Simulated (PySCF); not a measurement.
# C₆H₅F: runs on many settings

Aim: see how C₆H₅F (`F[C@]12C=C[C@H]1C=C2`) answers to the choice of functional, basis, grid and SCF options.

The runs use PySCF 2.14.0, with density-fitted response routines of our own; the level of theory stands in each step. All values are computed, except where a source is named. Atoms count from 0, in the outputs and in this text.

## Step 1: The starting structure

12 atoms, charge 0, multiplicity 1; geometry from: GFN2-xTB.

Bonds of the start (Å): F0–C1 1.36, C1–C2 1.52, C2–C3 1.33, C3–C4 1.52, C4–C5 1.52, C5–C6 1.33, C4–C1 1.56, C6–C1 1.52, C2–H7 1.07, C3–H8 1.07, C4–H9 1.08, C5–H10 1.07, C6–H11 1.07.

## Step 2: Nuclear shieldings: PBE0/pcSseg-1

The job: settings as JSON, then the geometry in Å.

```
{"job": {"kind": "nmr", "xc": "PBE0", "basis": "pcSseg-1"}, "charge": 0, "multiplicity": 1}
F     -1.680068     0.404747    -1.429047
C     -0.752695     0.286908    -0.436690
C      0.208389     1.436334    -0.210740
C      1.286901     0.659503    -0.261594
C      0.512722    -0.616870    -0.522272
C     -0.023697    -1.270724     0.735204
C     -1.116064    -0.514342     0.797057
H      0.020796     2.477494    -0.034984
H      2.336608     0.819250    -0.108605
H      0.757345    -1.227029    -1.381355
H      0.402412    -2.029160     1.363182
H     -1.951450    -0.426798     1.463818
```

Method: GIAO PBE0/pcSseg-1 NMR shielding, non-relativistic, gas phase.

Started as:

```console
OMP_NUM_THREADS=1 python probes_run.py task.json out
```

The driver reads the jobs from task.json and runs them one after another.

Log:

```text
coarse grid: 10704 points
cycle   1  E = -330.8444715988  dE =  1.351e+00  |g| = 5.052e-01  |ddm| = 3.267e+00
cycle   2  E = -330.8333186872  dE =  1.115e-02  |g| = 6.121e-01  |ddm| = 8.885e-01
cycle   3  E = -330.8940644855  dE = -6.075e-02  |g| = 7.151e-02  |ddm| = 4.644e-01
cycle   4  E = -330.8948615636  dE = -7.971e-04  |g| = 3.072e-02  |ddm| = 7.803e-02
cycle   5  E = -330.8950486458  dE = -1.871e-04  |g| = 9.855e-03  |ddm| = 3.302e-02
cycle   6  E = -330.8950686428  dE = -2.000e-05  |g| = 4.040e-03  |ddm| = 1.050e-02
cycle   7  E = -330.8950726257  dE = -3.983e-06  |g| = 7.225e-04  |ddm| = 3.984e-03
final grid: 105712 points
cycle   8  E = -330.9456971691  dE = -3.397e-05  |g| = 7.880e-03  |ddm| = 4.036e-02
cycle   9  E = -330.9456873340  dE =  9.835e-06  |g| = 1.088e-02  |ddm| = 1.743e-02
cycle  10  E = -330.9457120184  dE = -2.468e-05  |g| = 1.232e-03  |ddm| = 9.455e-03
cycle  11  E = -330.9457122817  dE = -2.633e-07  |g| = 2.604e-04  |ddm| = 1.183e-03
cycle  12  E = -330.9457122898  dE = -8.082e-09  |g| = 1.680e-04  |ddm| = 3.246e-04
cycle  13  E = -330.9457122966  dE = -6.823e-09  |g| = 2.726e-05  |ddm| = 1.496e-04
cycle  14  E = -330.9457122968  dE = -1.610e-10  |g| = 6.529e-06  |ddm| = 2.764e-05
converged SCF energy = -330.9457122968

GIAO shielding tensors (ppm)
atom      isotropic    diamagn.    paramagn.     s11        s22        s33       span
  0 F      374.850     470.689     -95.840    326.315    363.323    434.911    108.596
  1 C       81.972     239.579    -157.606     62.603     66.109    117.205     54.602
  2 C       34.456     253.482    -219.026    -72.846     29.557    146.657    219.502
  3 C       28.414     252.316    -223.902   -100.288     22.347    163.183    263.471
  4 C      124.951     251.112    -126.161    104.948    133.016    136.889     31.942
  5 C       28.430     252.321    -223.891   -100.330     22.386    163.234    263.564
  6 C       34.430     253.476    -219.046    -72.828     29.545    146.573    219.402
  7 H       24.876      31.095      -6.219     23.707     25.218     25.703      1.997
  8 H       24.505      30.873      -6.368     21.713     25.212     26.590      4.878
  9 H       27.482      30.030      -2.548     26.732     26.830     28.884      2.152
 10 H       24.502      30.869      -6.367     21.707     25.209     26.589      4.882
 11 H       24.876      31.093      -6.216     23.711     25.216     25.702      1.991
```

It took 11 s on 1 thread of Arm Neoverse V2, shared host; peak memory 0.8 GiB.

The references, computed at this level on geometries of the same kind, shield at (ppm): ¹H TMS 31.72, ¹³C TMS 186.9, ¹⁹F CFCl3 170.9. Their shielding less the atom's gives the shift. The references are single molecules in the gas phase, so shifts against H2O, NH3, PH3, H3PO4 or CFCl3 are not on the usual liquid scales and can be off by tens of ppm. Atoms listed in one row are averaged.

```
  atoms                                       environment  σ (ppm)  δ (ppm)  δ scaled to CDCl3
 C3, C5                                         alkene CH     28.4    158.5              152.8
 C2, C6                                         alkene CH     34.4    152.5              146.9
     C1  allylic fully substituted sp3 carbon bonded to F     82.0    105.0              100.5
     C4                                    allylic sp3 CH    125.0     62.0               58.6
H8, H10                          hydrogen on an alkene CH    24.50     7.21               6.91
H7, H11                          hydrogen on an alkene CH    24.88     6.84               6.55
     H9                     hydrogen on an allylic sp3 CH    27.48     4.24               4.10
     F0                         fluorine on an sp3 carbon    374.8   -203.9                  –
```

The scaled column applies a straight-line fit of computed shieldings to shifts measured in CDCl3, and one for carbons that bear F (root-mean-square error 0.16 ppm for H, 1.9 ppm for C).

Charges from the same density, by scheme (e):

```
 atoms  Mulliken    IAO  Hirshfeld  ESP fit
    F0     -0.30  -0.30      -0.12    -0.29
    C1      0.22   0.31       0.09     0.54
C2, C6     -0.07  -0.18      -0.06    -0.35
C3, C5     -0.04  -0.14      -0.04    -0.18
    C4     -0.19  -0.14      -0.04     0.00
```

Mayer bond orders: F0–C1 0.92, C1–C2 0.97, C2–C3 1.79, C3–C4 0.99, C4–C5 0.99, C5–C6 1.79, C4–C1 0.96, C6–C1 0.97.

Ring of atoms C1, C2, C3, C4: NICS(0) 0.3, NICS(1) -0.7, NICS(1)zz 2.0 ppm (means of both faces).

The two faces differ (NICS(1)zz 4.6 and -0.6 ppm).

Ring of atoms C1, C4, C5, C6: NICS(0) 0.3, NICS(1) -0.7, NICS(1)zz 2.0 ppm (means of both faces).

The two faces differ (NICS(1)zz 4.6 and -0.6 ppm).

## Step 3: Ultraviolet spectrum: PBE0/def2-SVPD

Same as in step 2 but for these lines:

```diff
@@ -1,2 +1,2 @@
-{"job": {"kind": "nmr", "xc": "PBE0", "basis": "pcSseg-1"}, "charge": 0, "multiplicity": 1}
+{"job": {"kind": "uv", "xc": "PBE0", "basis": "def2-SVPD", "nstates": 6, "ntriplets": 2}, "charge": 0, "multiplicity": 1}
 F     -1.680068     0.404747    -1.429047
```

Level: TDDFT PBE0/def2-SVPD, vertical, gas phase, core orbitals frozen in the response.

Log:

```text
coarse grid: 10704 points
cycle   1  E = -330.6613884324  dE =  1.287e+00  |g| = 4.697e-01  |ddm| = 6.424e+00
cycle   2  E = -330.6509317657  dE =  1.046e-02  |g| = 5.633e-01  |ddm| = 1.476e+00
cycle   3  E = -330.7074344072  dE = -5.650e-02  |g| = 6.877e-02  |ddm| = 6.933e-01
cycle   4  E = -330.7081550781  dE = -7.207e-04  |g| = 2.984e-02  |ddm| = 1.464e-01
cycle   5  E = -330.7083441433  dE = -1.891e-04  |g| = 8.263e-03  |ddm| = 7.349e-02
cycle   6  E = -330.7083572303  dE = -1.309e-05  |g| = 3.950e-03  |ddm| = 2.197e-02
cycle   7  E = -330.7083611615  dE = -3.931e-06  |g| = 6.993e-04  |ddm| = 9.498e-03
final grid: 105712 points
cycle   8  E = -330.7586963779  dE = -3.002e-05  |g| = 7.622e-03  |ddm| = 1.395e-01
cycle   9  E = -330.7586858294  dE =  1.055e-05  |g| = 1.067e-02  |ddm| = 3.097e-02
cycle  10  E = -330.7587105321  dE = -2.470e-05  |g| = 1.160e-03  |ddm| = 1.942e-02
cycle  11  E = -330.7587107940  dE = -2.618e-07  |g| = 2.836e-04  |ddm| = 2.345e-03
cycle  12  E = -330.7587108072  dE = -1.321e-08  |g| = 1.604e-04  |ddm| = 9.515e-04
cycle  13  E = -330.7587108134  dE = -6.259e-09  |g| = 2.644e-05  |ddm| = 3.321e-04
cycle  14  E = -330.7587108136  dE = -1.534e-10  |g| = 7.159e-06  |ddm| = 1.126e-04
converged SCF energy = -330.7587108136

Static polarisability (au): isotropic 60.810, principal 50.809 64.097 67.523

Singlet excitations
state   eV       nm        f      main configurations
  1   5.2064    238.1   0.00005   H->L 0.97
  2   5.3305    232.6   0.01416   H-1->L 0.94
  3   6.3319    195.8   0.01176   H-2->L 0.98
  4   6.7618    183.4   0.00008   H-3->L 0.66, H->L+1 0.32
  5   6.9560    178.2   0.00007   H-1->L+1 0.96
  6   7.3537    168.6   0.02502   H->L+2 0.96

Triplet excitations (Tamm-Dancoff, eV): 3.6293 4.0384
```

Wall time 16 s (1 thread of Arm Neoverse V2, shared host); peak memory 0.78 GiB.

Frontier orbitals and where they lie:

```
orbital     eV                       atoms
 HOMO−3  -9.32   C4 21 %, C1 14 %, C6 12 %
 HOMO−2  -8.86   F0 19 %, C1 17 %, C2 13 %
 HOMO−1  -7.69   C4 19 %, C1 15 %, C2 12 %
   HOMO  -7.35   C5 22 %, C3 22 %, C6 22 %
   LUMO  -0.99   C3 19 %, C5 19 %, C6 17 %
 LUMO+1   0.67   C2 19 %, C6 19 %, C5 19 %
 LUMO+2   1.16  C5 18 %, C3 18 %, H10 13 %
```

With each of the 6 states as a Gaussian band of 0.4 eV half-width at 1/e, the curve within the window shown has maxima at 233 nm (ε 580), 196 nm (ε 480), 169 nm (ε 1,000) L/(mol cm). Beyond the last state computed it falls off for lack of states. The curve at chosen wavelengths:

```tsv
nm	ε (L/mol/cm)
162	577
166	933
171	953
175	663
179	382
183	270
188	341
192	441
196	480
201	411
205	311
209	235
213	221
218	294
222	398
226	499
230	564
235	565
239	507
243	416
248	291
252	201
256	131
260	80
265	41
269	22
```

Ground-state properties from the same run:

```
           property  computed
  dipole moment (D)      2.09
polarisability (Å³)      9.01
 HOMO–LUMO gap (eV)      6.36
      −ε(HOMO) (eV)      7.35
```

## Step 4: Nuclear shieldings: PW91/6-31G*

Same as in step 3 but for these lines:

```diff
@@ -1,2 +1,2 @@
-{"job": {"kind": "uv", "xc": "PBE0", "basis": "def2-SVPD", "nstates": 6, "ntriplets": 2}, "charge": 0, "multiplicity": 1}
+{"job": {"kind": "nmr", "xc": "PW91", "basis": "6-31G*", "pop": true}, "charge": 0, "multiplicity": 1}
 F     -1.680068     0.404747    -1.429047
```

Method: GIAO PW91/6-31G* NMR shielding, non-relativistic, gas phase.

Log:

```text
coarse grid: 10704 points
cycle   1  E = -331.1818308306  dE =  1.104e+00  |g| = 6.482e-01  |ddm| = 3.607e+00
cycle   2  E = -331.1011520514  dE =  8.068e-02  |g| = 9.320e-01  |ddm| = 1.690e+00
cycle   3  E = -331.2730071824  dE = -1.719e-01  |g| = 1.154e-01  |ddm| = 1.009e+00
cycle   4  E = -331.2754350658  dE = -2.428e-03  |g| = 4.040e-02  |ddm| = 1.431e-01
cycle   5  E = -331.2756623009  dE = -2.272e-04  |g| = 2.420e-02  |ddm| = 5.717e-02
cycle   6  E = -331.2758140877  dE = -1.518e-04  |g| = 5.718e-03  |ddm| = 2.600e-02
cycle   7  E = -331.2758215191  dE = -7.431e-06  |g| = 1.986e-03  |ddm| = 7.511e-03
final grid: 105712 points
cycle   8  E = -331.2168179930  dE = -1.620e-05  |g| = 1.415e-02  |ddm| = 3.287e-02
cycle   9  E = -331.2167089358  dE =  1.091e-04  |g| = 2.714e-02  |ddm| = 4.190e-02
cycle  10  E = -331.2168608179  dE = -1.519e-04  |g| = 3.406e-03  |ddm| = 2.829e-02
cycle  11  E = -331.2168633107  dE = -2.493e-06  |g| = 1.376e-03  |ddm| = 4.454e-03
cycle  12  E = -331.2168637946  dE = -4.839e-07  |g| = 2.670e-04  |ddm| = 1.385e-03
cycle  13  E = -331.2168638108  dE = -1.622e-08  |g| = 3.915e-05  |ddm| = 2.666e-04
cycle  14  E = -331.2168638111  dE = -2.968e-10  |g| = 1.474e-05  |ddm| = 4.891e-05
converged SCF energy = -331.2168638111

GIAO shielding tensors (ppm)
atom      isotropic    diamagn.    paramagn.     s11        s22        s33       span
  0 F      375.022     468.105     -93.084    322.942    361.802    440.321    117.379
  1 C       91.480     246.865    -155.384     73.414     76.846    124.181     50.767
  2 C       56.910     257.054    -200.144    -28.598     47.217    152.110    180.709
  3 C       51.609     256.742    -205.133    -53.481     42.842    165.467    218.947
  4 C      132.406     259.462    -127.057    112.982    140.799    143.436     30.454
  5 C       51.628     256.758    -205.130    -53.512     42.880    165.516    219.028
  6 C       56.887     257.040    -200.153    -28.579     47.205    152.034    180.613
  7 H       25.830      30.127      -4.297     24.904     26.092     26.495      1.591
  8 H       25.490      30.121      -4.632     23.057     26.156     27.257      4.199
  9 H       28.251      31.406      -3.155     27.854     27.967     28.932      1.078
 10 H       25.488      30.121      -4.633     23.053     26.153     27.258      4.205
 11 H       25.830      30.125      -4.295     24.908     26.090     26.492      1.583
```

Run time: 13 s. Hardware: 1 thread of Arm Neoverse V2, shared host; peak memory 0.68 GiB.

In short: δ C3 140.1, C2 134.8, C1 100.2, C4 59.3, H8 6.83, H7 6.49 ppm (means over like atoms).

(Part 1 of 2 ends here.)
